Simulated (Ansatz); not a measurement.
# CCSDT(Q)/STO-3G run of BOF (fluoro(oxo)borane)

What is the electronic atomisation energy of BOF (fluoro(oxo)borane) at CCSDT(Q)/STO-3G? 

The results are computed with Ansatz 0.2.0.

## 1. The structure to begin with

BOF has 3 atoms, charge 0, and is taken as a singlet. As SMILES, `O=BF`. The coordinates come from a PBE0-D4/def2-TZVP relaxation.

Bond lengths: O1–B2 1.206 Å, B2–F3 1.282 Å. Angles: O1–B2–F3 180.0°.

## 2. The energy at CCSDT(Q)/STO-3G

input.yaml

```yaml
crystal:
  periodic: [false, false, false]
  atoms:
    - {symbol: O, position_ang: [0.983100, -0.565100, 0.479900]}
    - {symbol: B, position_ang: [0.020300, -0.011600, 0.009900]}
    - {symbol: F, position_ang: [-1.003400, 0.576800, -0.489800]}
basis:
  gaussian:
    orbitals: STO-3G
correlation:
  method: ccsdt_q
  frozen_orbitals: {B: 1, F: 1, O: 1}
accuracy: high
scf:
  omitted_lower_state_checks: [cluster_reference, increment]
```

Launch:

```sh
ansatz run input.yaml --threads 1 --pin off --max-ram 2610MiB --events-out events.jsonl --progress --plain --runs-dir runs
```

The log of the run:

```text
Warning: RAYON_NUM_THREADS=1 ignored (pool sized by the plan → 1); use --threads N
Functional definition: HF
  name "HF"
  exchange = exact_x
  correlation = 0
these checks for a lower state are left out or cut short: cluster_reference, increment
248 factors; integrals over basis functions are off by at most 3.4e-8 eV
mean field evaluation 1: about -5338.3520 eV, gradient 3.4e1 eV
mean field evaluation 2: about -5338.3823 eV, gradient 3.4e1 eV
mean field evaluation 4: about -5342.3230 eV, gradient 2.4e0 eV
mean field evaluation 8: about -5342.3527 eV, gradient 6.3e-2 eV
mean field -5342.35269246 eV, -196.3278402711 hartree, gradient 1.6e-8 eV, S^2 0.000000; 0 other end points of the search recorded, 0 dependent functions left out
3 core orbitals not correlated: weight in the atoms' cores, before any rotation towards them, 1.000 or more for the frozen orbitals, at most 0.000 for the correlated occupied ones
reference -5342.35269246 eV, -196.3278402711 hartree; 8, 8 occupied and 4, 4 virtual orbitals, 248 factors
second order -3.78524455 eV of doubles, -0.00000000 eV of singles
cycle   1  -3.55504497 eV  change    2.3e-1 eV  update   1.4e-1
cycle   2  -4.04929120 eV  change   -4.9e-1 eV  update   8.3e-2
cycle   3  -4.24190388 eV  change   -1.9e-1 eV  update   1.9e-2
cycle   4  -4.25733785 eV  change   -1.5e-2 eV  update   6.9e-3
cycle   5  -4.25476925 eV  change    2.6e-3 eV  update   2.4e-3
cycle   6  -4.25351990 eV  change    1.2e-3 eV  update   7.5e-4
cycle   7  -4.25378347 eV  change   -2.6e-4 eV  update   2.6e-4
cycle   8  -4.25406322 eV  change   -2.8e-4 eV  update   1.1e-4
cycle   9  -4.25400517 eV  change    5.8e-5 eV  update   4.0e-5
cycle  10  -4.25398908 eV  change    1.6e-5 eV  update   1.3e-5
cycle  11  -4.25399510 eV  change   -6.0e-6 eV  update   6.1e-6
cycle  12  -4.25399450 eV  change    5.9e-7 eV  update   1.4e-6
cycle  13  -4.25399470 eV  change   -1.9e-7 eV  update   5.4e-7
cycle  14  -4.25399458 eV  change    1.2e-7 eV  update   1.8e-7
cycle  15  -4.25399433 eV  change    2.4e-7 eV  update   6.2e-8
cycle  16  -4.25399437 eV  change   -4.1e-8 eV  update   2.9e-8
cycle  17  -4.25399359 eV  change    7.9e-7 eV  update   9.4e-8
cycle  18  -4.25399352 eV  change    6.7e-8 eV  update   3.9e-8
cycle  19  -4.25399341 eV  change    1.1e-7 eV  update   1.8e-8
cycle  20  -4.25399341 eV  change    1.9e-9 eV  update   6.5e-9
cycle  21  -4.25399342 eV  change   -6.7e-9 eV  update   2.3e-9
cycle  22  -4.25399342 eV  change   -2.4e-9 eV  update   1.1e-9
cycle  23  -4.25399342 eV  change   2.3e-10 eV  update  3.9e-10
perturbative correction 0.00858998 eV, 0.0003156758 hartree
Total energy: -5346.59809590 eV, -196.4838559699 hartree
Checks for a lower state left out: cluster_reference, increment
```

Wall time 0.48 s (1 thread of Intel Xeon Platinum 8488C (Sapphire Rapids), shared host).

## 3. The B atom at the same level

job.yaml

```yaml
crystal:
  periodic: [false, false, false]
  atoms:
    - {symbol: B, position_ang: [0.000000, 0.000000, 0.000000]}
basis:
  gaussian:
    orbitals: STO-3G
magnetization:
  spin_polarized: true
  initial_magnetization: 1
correlation:
  method: ccsdt_q
  frozen_orbitals: {B: 1}
accuracy: high
scf:
  omitted_lower_state_checks: [cluster_reference, increment]
```

Run the same way, it converges to -24.18899 Eh (log not shown).

## 4. The F atom

molecule.yaml

```yaml
crystal:
  periodic: [false, false, false]
  atoms:
    - symbol: F
      position_ang: [0.000000, 0.000000, 0.000000]
basis:
  gaussian:
    orbitals: STO-3G
magnetization:
  spin_polarized: true
  initial_magnetization: 1
correlation:
  method: ccsdt_q
  frozen_orbitals: {F: 1}
accuracy: high
scf:
  omitted_lower_state_checks: [cluster_reference, increment]
```

Launch:

```sh
ansatz run molecule.yaml --threads 1 --pin off --max-ram 2610MiB --events-out events.jsonl --progress --plain --runs-dir runs
```

The log of the run:

```text
Warning: RAYON_NUM_THREADS=1 ignored (pool sized by the plan → 1); use --threads N
Functional definition: HF
  name "HF"
  exchange = exact_x
  correlation = 0
these checks for a lower state are left out or cut short: cluster_reference, increment
15 factors; integrals over basis functions are off by at most 1.2e-9 eV
mean field evaluation 1: about -2666.3486 eV, gradient 1.8e-14 eV
mean field evaluation 2: about -2666.3486 eV, gradient 0.0e0 eV
mean field -2666.34863534 eV, -97.9865050328 hartree, gradient 0.0e0 eV, S^2 0.750000; 2 other end points of the search recorded, 0 dependent functions left out
1 core orbitals not correlated: weight in the atoms' cores, before any rotation towards them, 1.000 or more for the frozen orbitals, at most 0.000 for the correlated occupied ones
reference -2666.34863534 eV, -97.9865050328 hartree; 4, 3 occupied and 0, 1 virtual orbitals, 15 factors
second order 0.00000000 eV of doubles, 0.00000000 eV of singles
cycle   1  0.00000000 eV  change     0.0e0 eV  update    0.0e0
cycle   2  0.00000000 eV  change     0.0e0 eV  update    0.0e0
perturbative correction 0.00000000 eV, 0.0000000000 hartree
Total energy: -2666.34863534 eV, -97.9865050328 hartree
Checks for a lower state left out: cluster_reference, increment
```

Run time: 0.16 s. Hardware: 1 thread of Intel Xeon Platinum 8488C (Sapphire Rapids), shared host.

## 5. The O atom

job.yaml

```yaml
crystal:
  periodic: [false, false, false]
  atoms:
    - symbol: O
      position_ang: [0.000000, 0.000000, 0.000000]
basis:
  gaussian: {orbitals: STO-3G}
magnetization: {spin_polarized: true, initial_magnetization: 2}
correlation: {method: ccsdt_q, frozen_orbitals: {O: 1}}
accuracy: high
scf: {omitted_lower_state_checks: [cluster_reference, increment]}
```

Launch:

```sh
ansatz run job.yaml --threads 1 --pin off --max-ram 2610MiB --events-out events.jsonl --progress --plain --runs-dir runs
```

The log of the run:

```text
Warning: RAYON_NUM_THREADS=1 ignored (pool sized by the plan → 1); use --threads N
Functional definition: HF
  name "HF"
  exchange = exact_x
  correlation = 0
these checks for a lower state are left out or cut short: cluster_reference, increment
15 factors; integrals over basis functions are off by at most 1.1e-9 eV
mean field evaluation 1: about -2008.3132 eV, gradient 1.7e-14 eV
mean field evaluation 2: about -2008.3132 eV, gradient 0.0e0 eV
mean field -2008.31323932 eV, -73.8041502613 hartree, gradient 0.0e0 eV, S^2 2.000000; 2 other end points of the search recorded, 0 dependent functions left out
1 core orbitals not correlated: weight in the atoms' cores, before any rotation towards them, 1.000 or more for the frozen orbitals, at most 0.000 for the correlated occupied ones
reference -2008.31323932 eV, -73.8041502613 hartree; 4, 2 occupied and 0, 2 virtual orbitals, 15 factors
second order 0.00000000 eV of doubles, 0.00000000 eV of singles
cycle   1  0.00000000 eV  change     0.0e0 eV  update    0.0e0
cycle   2  0.00000000 eV  change     0.0e0 eV  update    0.0e0
perturbative correction 0.00000000 eV, 0.0000000000 hartree
Total energy: -2008.31323932 eV, -73.8041502613 hartree
Checks for a lower state left out: cluster_reference, increment
```

Run time: 0.18 s. Hardware: 1 thread of Intel Xeon Platinum 8488C (Sapphire Rapids), shared host.

## 6. Results

Level: CCSDT(Q)/STO-3G, 3 core orbitals frozen.

| quantity | value |
| --- | --- |
| molecule: total energy | -196.48386 Eh |
| molecule: correlation energy (3 core orbitals frozen) | -156.0 mEh |
| molecule: T1 diagnostic | 0.018 |
| B atom: total energy | -24.18899 Eh |
| B atom: correlation energy (1 core orbital frozen) | -40.0 mEh |
| B atom: ⟨S²⟩ of the reference determinant | 0.750 |
| B atom: T1 diagnostic | 0.000 |
| F atom: total energy | -97.98651 Eh |
| F atom: correlation energy (1 core orbital frozen) | 0.0 mEh |
| F atom: ⟨S²⟩ of the reference determinant | 0.750 |
| F atom: T1 diagnostic | 0.000 |
| O atom: total energy | -73.80415 Eh |
| O atom: correlation energy (1 core orbital frozen) | 0.0 mEh |
| O atom: ⟨S²⟩ of the reference determinant | 2.000 |
| O atom: T1 diagnostic | 0.000 |
| electronic atomisation energy | 13.720 eV |

Taking the molecule apart into free atoms costs 13.72 eV (316 kcal/mol), before zero-point energy and without spin-orbit coupling. In a minimal basis such a difference can be off by several eV, whatever the method.
